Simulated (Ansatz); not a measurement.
**C on Au (001)**

This session takes Au and sets out to compare the adsorption sites of C.

Method: DFT PBEsol, scalar-relativistic, plane waves, PAW, in Ansatz 0.2.0.

2 further runs of the same task are left out: 2 set aside as unsound or not needed.

## 1. Starting point

Symmetry: P3m1, No. 156, trigonal system. Conventional cell: a = 2.865 Å, b = 2.865 Å, c = 26.581 Å, α = 90.00°, β = 90.00°, γ = 120.00°. Au (site symmetry 3m) has 9 Au at 2.87 to 2.91 Å as nearest neighbours. Around Au (site symmetry 3m) lie 12 Au at 2.87 to 2.91 Å. Au (site symmetry 3m) has 12 Au at 2.87 to 2.94 Å as nearest neighbours. Au (site symmetry 3m) has 9 Au at 2.87 to 2.94 Å as nearest neighbours.

Structure file:

```
CELL_PARAMETERS angstrom
2.86519 0.00000 0.00000
-1.43260 2.48133 0.00000
0.00000 0.00000 26.58116
ATOMIC_POSITIONS crystal
Au 0.33333 0.66667 0.31978
Au 0.66667 0.33333 0.40989
Au 0.33333 0.66667 0.49989
Au 0.66667 0.33333 0.58996
Au 0.33333 0.66667 0.68151
```

Planes are indexed in the bulk's conventional cell (P6_3/mmc (No. 194)), a = 2.865 Å, b = 2.865 Å, c = 4.791 Å, α = 90.00°, β = 90.00°, γ = 120.00°.

This (001) slab, 9.6 Å thick as cut, with 17 Å of vacuum; its outer planes are Au (top) and Au (bottom), was relaxed beforehand with its lower half held: -65034.6002 eV, work function 5.37 eV (top face), 5.34 eV (bottom face).

## 2. C at the top (Au) site

Input file input.yaml:

```yaml
crystal:
  lattice:
    - [2.8651901163, 0.0, 0.0]
    - [-1.4325950582, 2.4813274274, 0.0]
    - [0.0, 0.0, 28.5811560454]
  atoms:
    - { symbol: Au, position: [0.3333333333, 0.6666666667, 0.2973987472] }
    - { symbol: Au, position: [0.6666666667, 0.3333333333, 0.3812053296] }
    - { symbol: Au, position: [0.3333333333, 0.6666666667, 0.464911575] }
    - { symbol: Au, position: [0.6666666667, 0.3333333333, 0.5486793036] }
    - { symbol: Au, position: [0.3333333333, 0.6666666667, 0.6338175409] }
    - { symbol: C, position: [0.3333333333, 0.6666666667, 0.7079922873] }
basis:
  ecutwfc: 420
kpoints:
  mp_grid: { grid: [12, 12, 1] }
hamiltonian:
  xc: pbesol
scf:
  occupations: { method: gaussian, width: 0.1 }
output:
  forces: true
  eigenvalues: true
relax:
  adjacent_minimum: "off"
  f_tol: 0.03
  max_steps: 70
  constraints: [{ sites: [0, 1] }]
efield:
  axis: 3
  dipole_correction: true
```

The session goes on with these runs: C put at a hollow (nearest Au) site; C at the bridge (Au-Au) site.

Q: Predict the outcome of this session. Wanted: C: lowest end.

The runs gave:

| quantity | value |
| --- | --- |
| C: lowest end | E_ads -3.85 eV, from the hollow (nearest Au) start, 3 bonded, 1.27 Å high |

In words: C binds with 3.85 eV at best, a strong chemical bond when counted from the free atom, not from the element's molecule or solid; the ends span 0.66 eV. It raises the work function by 1.49 eV, as a dipole layer with its negative end outwards does. The slab runs have no spin polarisation, while the free adsorbate has its spin; a moment that survived on the surface would lower E_ads. A start on a symmetric site keeps its symmetry, so an end may be a saddle point and not a minimum. Spin-orbit coupling is left out for Au.
